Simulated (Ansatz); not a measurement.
# CH₂BLiN radical (SMILES [Li][N]1B[CH]1): functionals against CCSD(T) at one geometry

An exercise on one series of results from a longer session: the logs are not shown, and one member is left open.

Method: single points in def2-TZVPP; program: Ansatz 0.2.0, Gaussian basis.

Correlated methods freeze the cores. The outer core shell of Li, Na, Mg and K is correlated. Orbitals are unrestricted.

## The system as given

SMILES `[Li][N]1B[CH]1`, 6 atoms, charge 0, spin multiplicity 2.

Atoms are counted from 1 here; the program's logs count them from 0.

Bond lengths: Li1–N2 1.837 Å, N2–B3 1.552 Å, N2–C4 1.405 Å, B3–C4 1.407 Å, B3–H5 1.131 Å, C4–H6 0.940 Å. Angles: Li1–N2–B3 158.8°, Li1–N2–C4 135.9°, B3–N2–C4 56.6°, N2–B3–C4 56.4°, N2–B3–H5 135.2°, C4–B3–H5 167.5°, N2–C4–B3 67.0°, N2–C4–H6 137.7°, B3–C4–H6 150.6°.

As a file:

```xyz
6
CH2BLiN
Li   -1.67180   -1.73320   -0.38380
N    -0.26680   -0.61510    0.00630
B     1.04320    0.18920   -0.20470
C    -0.12130    0.73470    0.36730
H     2.09010   -0.05920   -0.55310
H    -0.54090    1.35070    0.94060
```

The first run:

File run/in.yaml:

```yaml
crystal:
  periodic: [false, false, false]
  atoms:
    - {symbol: Li, position_ang: [-1.671800, -1.733200, -0.383800]}
    - {symbol: N, position_ang: [-0.266800, -0.615100, 0.006300]}
    - {symbol: B, position_ang: [1.043200, 0.189200, -0.204700]}
    - {symbol: C, position_ang: [-0.121300, 0.734700, 0.367300]}
    - {symbol: H, position_ang: [2.090100, -0.059200, -0.553100]}
    - {symbol: H, position_ang: [-0.540900, 1.350700, 0.940600]}
basis:
  gaussian: {orbitals: def2-TZVPP}
magnetization: {spin_polarized: true, initial_magnetization: 1}
correlation: {method: ccsd_t}
scf: {omitted_lower_state_checks: [cluster_reference]}
output: {forces: true}
```

No record of the launch command was kept for these runs.

Steps of the session up to this table: CCSD(T)/def2-TZVPP; PBE0-D4/def2-TZVPP; wB97M-V/def2-TZVPP; r2SCAN-D4/def2-TZVPP; PBE-D4/def2-TZVPP; BHLYP-D4/def2-TZVPP; r2SCANh-D4/def2-TZVPP.

One of the session's tables, all rows but one given; the rest of the session is left out.

```
    method  RMS force component (eV/Å)  angle to CCSD(T) forces (°)  dipole (D)
   CCSD(T)                       2.442                    reference        7.43
   PBE0-D4                       2.596                          6.6        7.16
   wB97M-V                       2.523                          5.4        7.21
 r2SCAN-D4                           ?                            ?           ?
    PBE-D4                       2.607                         11.5        4.00
  BHLYP-D4                       2.557                          8.9        7.27
r2SCANh-D4                       2.536                          5.6        7.24
```

Estimate the missing values for r2SCAN-D4.

The run gave: RMS force component (eV/Å): 2.555; angle to CCSD(T) forces (°): 8.6; dipole (D): 5.71. In the column «RMS force component (eV/Å)» it lies between r2SCANh-D4 (2.536) and BHLYP-D4 (2.557).
